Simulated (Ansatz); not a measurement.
This script drives Ansatz's Python interface.

`basis_h5nsnte.py`:
```python
"""Basis-set convergence for H5NSnTe."""

import ansatz as az


def main() -> None:
    molecule = (
        az.Crystal.molecule()
        .atom("N", (-1.1647, 0.323, -0.8726))
        .atom("Sn", (0.4769, 0.4314, 0.2857))
        .atom("Te", (1.3553, -2.1322, 0.7122))
        .atom("H", (-1.3934, 1.3684, -1.103))
        .atom("H", (-0.9325, -0.0815, -1.8062))
        .atom("H", (0.1003, 1.2069, 1.8174))
        .atom("H", (1.7461, 1.3619, -0.5303))
        .atom("H", (-0.0956, -2.535, 1.4411))
    )

    base = molecule.calculation().functional("b3lyp", dispersion="d4")

    energies = {}
    for basis in ["def2-SVP", "def2-SVPD", "def2-TZVP", "def2-TZVPP"]:
        summary = base.basis(gaussian=basis).run().report
        size = summary["n_frozen"] + summary["n_occupied"][0] + summary["n_virtual"][0]
        energies[basis] = (summary["reference_energy_ev"] / 27.211386246, summary["free_energy_ev"] / 27.211386246)
        print(f"{basis:14s} {size:4d} orbitals  reference {energies[basis][0]:14.6f} Ha  total {energies[basis][1]:14.6f} Ha")

    last = energies["def2-TZVPP"][1]
    for basis, (_, total) in energies.items():
        print(f"{basis:14s} lies {27.211386 * (total - last):9.4f} eV above def2-TZVPP")


if __name__ == "__main__":
    main()
```

It is started by `python basis_h5nsnte.py`. Estimate its wall time and peak memory on 1 thread of Arm Neoverse V1, on a shared host.

It took about 28 s, with a peak of 0.42 GiB, for 4 runs of the engine.

```console
$ python basis_h5nsnte.py
def2-SVP         91 orbitals  reference    -540.186279 Ha  total    -540.197179 Ha
def2-SVPD       127 orbitals  reference    -540.198902 Ha  total    -540.209801 Ha
def2-TZVP       161 orbitals  reference    -540.282311 Ha  total    -540.293210 Ha
def2-TZVPP      201 orbitals  reference    -540.284856 Ha  total    -540.295756 Ha
def2-SVP       lies    2.6824 eV above def2-TZVPP
def2-SVPD      lies    2.3389 eV above def2-TZVPP
def2-TZVP      lies    0.0693 eV above def2-TZVPP
def2-TZVPP     lies    0.0000 eV above def2-TZVPP
```

Against def2-SVP: def2-SVPD -12.6 mHa, def2-TZVP -96.0 mHa and def2-TZVPP -98.6 mHa. The last step alone is -2.55 mHa (these two sets differ little on atoms other than hydrogen). From the first set to the last the time grows from 4.5 to 8.4 s.

The drop along the ladder measures the basis error, and is no property of the molecule. The geometry is a force-field or estimated start, not a minimum of this method, and the last set is no limit. Much of the fall in a total is atomic energy, which cancels in bond and reaction energies. def2 sets replace the cores of elements past krypton by effective core potentials. Total less reference energy is the dispersion correction. b3lyp holds the VWN-RPA fit, as in Gaussian; the form of ORCA and Turbomole is b3lyp5.
